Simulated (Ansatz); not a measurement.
This script makes an equation of state with a fit of ScAl, space group Cmcm with the Python package of Ansatz (0.2.0).

`eos_scal.py`:
```python
# -*- coding: utf-8 -*-
'''Bulk modulus of ScAl from an E(V) curve.'''

import warnings

import ansatz
import numpy as np
from pymatgen.analysis.eos import EOS

params = {
    'xc': 'PBEsol',
    'dispersion': 'd3bjatm',
    'cutoff': 500,
    'kgrid': (6, 6, 6),
}

VECTORS = np.array([
    [2.163399, -5.250219, 0.0],
    [2.163399, 5.250219, 0.0],
    [0.0, 0.0, 3.771292],
])
SITES = [
    ('Sc', (0.864681, 0.135319, 0.25)),
    ('Sc', (0.135319, 0.864681, 0.75)),
    ('Al', (0.584505, 0.415495, 0.25)),
    ('Al', (0.415495, 0.584505, 0.75)),
]


def crystal_on(cell):
    crystal = ansatz.Crystal(lattice=ansatz.Lattice.of(cell))
    for symbol, position in SITES:
        crystal = crystal.atom(symbol, position)
    return crystal

warnings.simplefilter('ignore', ansatz.DeckWarning)

# scale the volume, keep shape and fractions
volumes, energies, pressures = [], [], []
for scale in np.linspace(0.88, 1.12, 7):
    cell = VECTORS * scale ** (1 / 3)
    job = (
        crystal_on(cell).calculation()
        .occupations(ansatz.OccupationsMethod.FERMI_DIRAC)
        .pseudopotentials('paw')
        .functional(params['xc'], dispersion=params['dispersion'])
        .basis(params['cutoff'])
        .kpoints(*params['kgrid'])
        .stress()
    )
    summary = job.run().report
    volumes.append(abs(np.linalg.det(cell)) / len(SITES))
    energies.append(summary['free_energy_ev'] / len(SITES))
    pressures.append(np.trace(summary['stress_gpa']) / 3)
    print(f'V = {volumes[-1]:8.4f} A^3/atom  F = {energies[-1]:.5f} eV/atom  P = {pressures[-1]:8.3f} GPa')

for form in ['vinet', 'murnaghan']:
    fit = EOS(eos_name=form).fit(volumes, energies)
    print(f'{form:18s} V0 {fit.v0:8.4f} A^3/atom  B0 {fit.b0_GPa:7.1f} GPa  B1 {fit.b1:5.2f}')
```

Its results, one of them left out:

| V (Å³/atom) | F less the lowest row shown (meV/atom) |
| --- | --- |
| 18.848 | 21.31 |
| 19.704 | 0.45 |
| 20.561 | 0.00 |
| 21.418 | 16.13 |
| 22.274 | ? |
| 23.131 | 86.26 |
| 23.988 | 135.63 |

What is the missing energy at 22.274 Å³ an atom?

A third-order Birch-Murnaghan fit, E = E0 + (9 V0 B0 / 16) [(t - 1)³ B' + (t - 1)² (6 - 4t)] with t = (V0/V)^(2/3), through the 6 rows shown gives V0 = 20.146 Å³, B0 = 80.4 GPa, B' = 3.93 and E0 = -2.07 meV. At V = 22.274 Å³, t = 0.93522, and the fit interpolates to 45.73 meV. The run gave 45.73 meV, a miss of 0.00 meV.

Caveats:
- The run is spin-unpolarised.
- Shape and fractional positions are held along the curve, so the bulk modulus is an upper value where they are free to relax.
- Dispersion corrections can be off by several per cent in the lattices of metals, and by several GPa in the pressure at a fixed cell.
- The mesh is modest for a metal, so energies can be off by several to tens of meV an atom and pressures by half a GPa or more; differences at equal mesh fare better.
- Pressure is positive in compression.
- The structure comes from a database of computed cells and needn't be a stable or known phase.
- Finished in 38 s on 1 thread of Arm Neoverse V2 (shared host), peak memory 0.56 GiB.
